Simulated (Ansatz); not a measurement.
**GeP2H+ (triplet): wave-function methods side by side, cc-pVDZ**

The task here is to estimate one member of a computed series from the others.

Program: Ansatz 0.2.0, Gaussian basis. Level of theory: cc-pVDZ, core rule «outside noble gas», up to 24 orbitals frozen. These are calculated values, not measurements.

The runs, in order: UHF; CCSD(T) on ROHF; CCSD(T) on UHF; BCCD(T) on ROHF; CISD; CCSDT(Q) on ROHF; CCSDT(Q) on UHF; CASSCF and NEVPT2, 10 electrons in 11 orbitals.

32 further runs of the same task are left out: 5 for a known fault of the program, 11 that didn't finish, 16 set aside as unsound or not needed.

## The system

The geometry is a PBE0/def2-TZVP stationary point (not a proven minimum) of the parent state, kept for this charge and spin. No spin-orbit coupling is included. The filled d shell of Ge may be among the frozen orbitals whatever the setting's name suggests; the logs give the count.

4 atoms, charge 1, spin multiplicity 3.

Atoms are counted from 1 here; the program's logs count them from 0.

Bond lengths: Ge1–P2 2.250 Å, P2–P3 2.070 Å, P2–H4 1.417 Å. Angles: Ge1–P2–P3 136.7°, Ge1–P2–H4 118.0°, P3–P2–H4 105.3°.

Geometry (Å):

```xyz
4
charge 1, multiplicity 3
Ge    0.00000   -0.11912    1.42433
P     0.00000    0.55790   -0.72191
P     0.00000   -0.34206   -2.58658
H     0.00000    1.95174   -0.97904
```

The first run:

Contents of in.yaml:

```yaml
crystal:
  periodic: [false, false, false]
  atoms:
    - {symbol: Ge, position_ang: [0.000000, -0.119118, 1.424328]}
    - {symbol: P, position_ang: [0.000000, 0.557898, -0.721905]}
    - {symbol: P, position_ang: [0.000000, -0.342056, -2.586585]}
    - {symbol: H, position_ang: [0.000000, 1.951740, -0.979040]}
basis:
  gaussian: {orbitals: cc-pVDZ}
total_charge: 1
magnetization: {spin_polarized: true, initial_magnetization: 2}
hamiltonian: {xc: hf}
output: {orbitals: {seedname: orbitals}}
```

Launch:

```bash
ansatz run in.yaml --threads 1 --pin off --events-out ev --progress --plain --max-ram 2393MiB
```

Steps of the session up to this table: UHF; CCSD(T) on ROHF; CCSD(T) on UHF; BCCD(T) on ROHF; CISD; CCSDT(Q) on ROHF; CCSDT(Q) on UHF; CASSCF and NEVPT2, 10 electrons in 11 orbitals.

One of the session's tables, all rows but one given; the rest of the session is left out.

```
        method  from RCCSDT(Q) (meV)
          ROHF                     ?
           UHF               +8322.2
          RMP2               +1763.2
          UMP2               +1887.6
          CISD               +1593.8
         RCCSD                +485.5
         UCCSD                +447.3
      RCCSD(T)                 +97.3
      UCCSD(T)                +102.6
       BCCD(T)                 +91.0
        RCCSDT                 +37.5
        UCCSDT                 +30.7
     RCCSDT(Q)                     0
     UCCSDT(Q)                  -3.4
CASSCF valence               +6413.1
NEVPT2 valence               +1309.6
```

Estimate the missing values for ROHF.

The run gave: from RCCSDT(Q) (meV): +8871.8. In the column «from RCCSDT(Q) (meV)» it is the highest.

Caveats from the session: Restricted and unrestricted rows rest on different reference determinants; where their highest levels disagree by more than a few hundredths of an eV, they describe different states and don't form one ladder.
